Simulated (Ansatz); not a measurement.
# C2H3F2NSi: a ladder of functionals and wavefunction methods

An exercise on one series of results from a longer session: the logs are not shown, and one member is left open.

Computed with Ansatz 0.2.0, Gaussian basis. Level: functionals in def2-TZVPP, the program's frozen cores in correlated methods.

Levels to be run: PBE-D4, r2SCAN-D4, PBE0-D4, B3LYP-D4, ωB97X-V, ωB97M-V, B2PLYP; CCSD(T)/def2-TZVPP; MP2/def2-QZVPP; extrapolation to the limit.

### The relaxed structure

The geometry comes from an earlier relaxation with PBE0-D4 in a triple-zeta def2 set; it is a stationary point, not always the lowest conformer.

SMILES `N=C1C(F)[SiH]1F`, 9 atoms, charge 0, spin multiplicity 1.

Atoms are counted from 1 here; the program's logs count them from 0.

Bond lengths: N1–C2 1.259 Å, N1–H7 1.025 Å, C2–C3 1.497 Å, C2–Si5 1.845 Å, C3–F4 1.362 Å, C3–Si5 1.879 Å, C3–H8 1.100 Å, Si5–F6 1.589 Å, Si5–H9 1.475 Å. Angles: C2–N1–H7 111.0°, N1–C2–C3 139.1°, N1–C2–Si5 142.7°, C3–C2–Si5 67.5°, C2–C3–F4 122.7°, C2–C3–Si5 65.1°, C2–C3–H8 108.8°, F4–C3–Si5 135.0°, F4–C3–H8 111.2°, Si5–C3–H8 105.4°, C2–Si5–C3 47.4°, C2–Si5–F6 128.3°, C2–Si5–H9 117.3°, C3–Si5–F6 118.0°, C3–Si5–H9 123.7°, F6–Si5–H9 109.7°.

The first run:

The input, in.yaml:

```yaml
crystal:
  periodic: [false, false, false]
  atoms:
    - {symbol: N, position_ang: [-1.763690, -0.505119, 0.788251]}
    - {symbol: C, position_ang: [-0.559592, -0.249310, 0.526447]}
    - {symbol: C, position_ang: [0.483129, -0.623515, -0.480501]}
    - {symbol: F, position_ang: [0.176652, -1.195309, -1.677722]}
    - {symbol: Si, position_ang: [0.599190, 1.139019, 0.159533]}
    - {symbol: F, position_ang: [1.911889, 1.561210, 0.949136]}
    - {symbol: H, position_ang: [-2.095874, -1.306867, 0.241985]}
    - {symbol: H, position_ang: [1.287345, -1.173730, 0.029520]}
    - {symbol: H, position_ang: [0.049351, 2.307319, -0.553849]}
basis:
  gaussian: {orbitals: def2-TZVPP}
hamiltonian: {xc: pbe, dispersion: d4}
output: {forces: true, orbitals: {seedname: orbitals}}
```

Run with:

```console
ansatz run in.yaml --threads 4 --pin off --events-out ev --progress --plain --max-ram 10444MiB
```

Among the steps run: PBE-D4 (GGA); r2SCAN-D4 (meta-GGA); PBE0-D4 (hybrid); B3LYP-D4 (hybrid); ωB97X-V (range-separated); ωB97M-V (range-separated); B2PLYP (double hybrid); CCSD(T) in def2-TZVPP; MP2 in def2-QZVPP.

One of the session's tables, all rows but one given; the rest of the session is left out.

```
            method  atomisation energy (kcal/mol)
            PBE-D4                          876.1
         r2SCAN-D4                          843.3
           PBE0-D4                          844.2
          B3LYP-D4                          838.8
           ωB97X-V                          842.9
           ωB97M-V                          842.6
            B2PLYP                          829.9
     HF/def2-TZVPP                          558.0
    MP2/def2-TZVPP                          838.1
   CCSD/def2-TZVPP                          789.4
CCSD(T)/def2-TZVPP                              ?
           MP2/CBS                          866.4
       CCSD(T)/CBS                          837.1
```

Q: Estimate the row for CCSD(T)/def2-TZVPP from the others.

As computed: atomisation energy (kcal/mol): 808.9. In the column «atomisation energy (kcal/mol)» it lies between CCSD/def2-TZVPP (789.4) and B2PLYP (829.9).

To keep in mind: Free atoms (1 N, 2 C, 2 F, 1 Si, 3 H) were run apart at each level; the atomisation energy is their sum less the molecule, without zero-point or spin-orbit terms.
